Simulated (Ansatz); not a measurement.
# BNH3 (SMILES B[NH]): UCAM-B3LYP/def2-TZVPP

Aim: the electronic atomisation energy of BNH3 at UCAM-B3LYP/def2-TZVPP, from 4 runs. 

Program for the calculation: Ansatz 0.2.0.

45 further runs of the same task are left out: 45 set aside as unsound or not needed.

## Step 1: The structure to begin with

BNH3: 5 atoms, total charge 0, spin state doublet. SMILES: `B[NH]`. The shape is that of a PBE0-D4/def2-TZVP optimisation.

Bond lengths: B1–N2 1.329 Å, B1–H3 1.210 Å, B1–H4 1.204 Å, N2–H5 0.999 Å. Angles: B1–N2–H5 163.9°, N2–B1–H3 118.8°, N2–B1–H4 121.2°, H3–B1–H4 119.9°.

## Step 2: The energy at UCAM-B3LYP/def2-TZVPP

Contents of molecule.yaml:

```yaml
crystal:
  periodic: [false, false, false]
  atoms:
    - {symbol: B, position_ang: [-0.310800, -0.370100, -0.091600]}
    - {symbol: "N", position_ang: [0.531200, 0.655200, -0.019800]}
    - {symbol: H, position_ang: [-0.414800, -1.107400, 0.862500]}
    - {symbol: H, position_ang: [-0.964100, -0.573100, -1.081900]}
    - {symbol: H, position_ang: [1.208400, 1.321700, 0.289300]}
basis:
  gaussian:
    orbitals: def2-TZVPP
magnetization:
  spin_polarized: true
  initial_magnetization: 1
hamiltonian:
  xc: {name: CAM-B3LYP}
accuracy: high
output: {orbitals: {seedname: orbitals}}
```

On the command line:

```console
$ ansatz run molecule.yaml --threads 1 --pin off --max-ram 3480MiB --events-out events.jsonl --progress --plain --runs-dir runs
```

Log:

```text
Warning: RAYON_NUM_THREADS=1 ignored (pool sized by the plan → 1); use --threads N
Functional definition: CAM-B3LYP
  name "CAM-B3LYP"
  parameter alpha = 0.19
  parameter beta = 0.46
  parameter omega = 0.33/bohr
  parameter ac = 0.81
  exchange = (1 - alpha - beta)*b88_x + beta*b88_x_sr(omega) + alpha*exact_x + beta*exact_x_lr(omega)
  correlation = (1 - ac)*vwn5_c + ac*lyp_c
1698 factors; integrals over basis functions are off by at most 3.1e-9 eV
305 factors; integrals over basis functions are off by at most 2.1e-9 eV
mean field evaluation 1: about -2208.6720 eV, gradient 3.4e1 eV
mean field evaluation 2: about -2205.1300 eV, gradient 4.3e1 eV
mean field evaluation 4: about -2213.3387 eV, gradient 1.9e0 eV
mean field evaluation 8: about -2213.3765 eV, gradient 3.9e-2 eV
mean field evaluation 16: about -2213.3765 eV, gradient 2.4e-5 eV
mean field -2213.37652542 eV, -81.3400870286 hartree, gradient 2.6e-8 eV, S^2 0.758249; 0 other end points of the search recorded, 0 dependent functions left out
reference -2213.37654163 eV, -81.3400876245 hartree; 8, 7 occupied and 96, 97 virtual orbitals, 1698 factors
Total energy: -2213.37654163 eV, -81.3400876245 hartree
```

It took 7.2 s on 1 thread of Arm Neoverse V1, shared host; peak memory 0.3 GiB.

## Step 3: The B atom, same level

Contents of run.yaml:

```yaml
crystal:
  periodic: [false, false, false]
  atoms:
    - {symbol: B, position_ang: [0.000000, 0.000000, 0.000000]}
basis:
  gaussian: {orbitals: def2-TZVPP}
magnetization: {spin_polarized: true, initial_magnetization: 1}
hamiltonian: {xc: {name: CAM-B3LYP}}
accuracy: high
```

Run the same way, it converges to -24.64068 Eh (log not shown).

## Step 4: The H atom, same level

Contents of job.yaml:

```yaml
crystal:
  periodic: [false, false, false]
  atoms:
    - {symbol: H, position_ang: [0.000000, 0.000000, 0.000000]}
basis:
  gaussian:
    orbitals: def2-TZVPP
magnetization:
  spin_polarized: true
  initial_magnetization: 1
hamiltonian:
  xc: {name: CAM-B3LYP}
accuracy: high
```

Run the same way, it converges to -0.49881 Eh (log not shown).

## Step 5: The N atom at the same level

Contents of in.yaml:

```yaml
crystal:
  periodic: [false, false, false]
  atoms:
    - symbol: N
      position_ang: [0.000000, 0.000000, 0.000000]
basis:
  gaussian:
    orbitals: def2-TZVPP
total_charge: 0
magnetization:
  spin_polarized: true
  initial_magnetization: 3
hamiltonian:
  xc: {name: CAM-B3LYP}
accuracy: high
```

Run the same way, it converges to -54.58263 Eh (log not shown).

## Step 6: Summary of results

At UCAM-B3LYP/def2-TZVPP:

```
                                    quantity         value
                      molecule: total energy  -81.34009 Eh
molecule: HOMO energy (highest over α and β)      -9.29 eV
 molecule: LUMO energy (lowest over α and β)      -2.00 eV
                              molecule: ⟨S²⟩         0.758
                        B atom: total energy  -24.64068 Eh
                                B atom: ⟨S²⟩         0.754
                        H atom: total energy   -0.49881 Eh
                                H atom: ⟨S²⟩         0.750
                        N atom: total energy  -54.58263 Eh
                                N atom: ⟨S²⟩         3.753
               electronic atomisation energy     16.880 eV
```

**Reading.** Taking the molecule apart into free atoms costs 16.88 eV (1629 kJ/mol), before zero-point energy and without spin-orbit coupling.
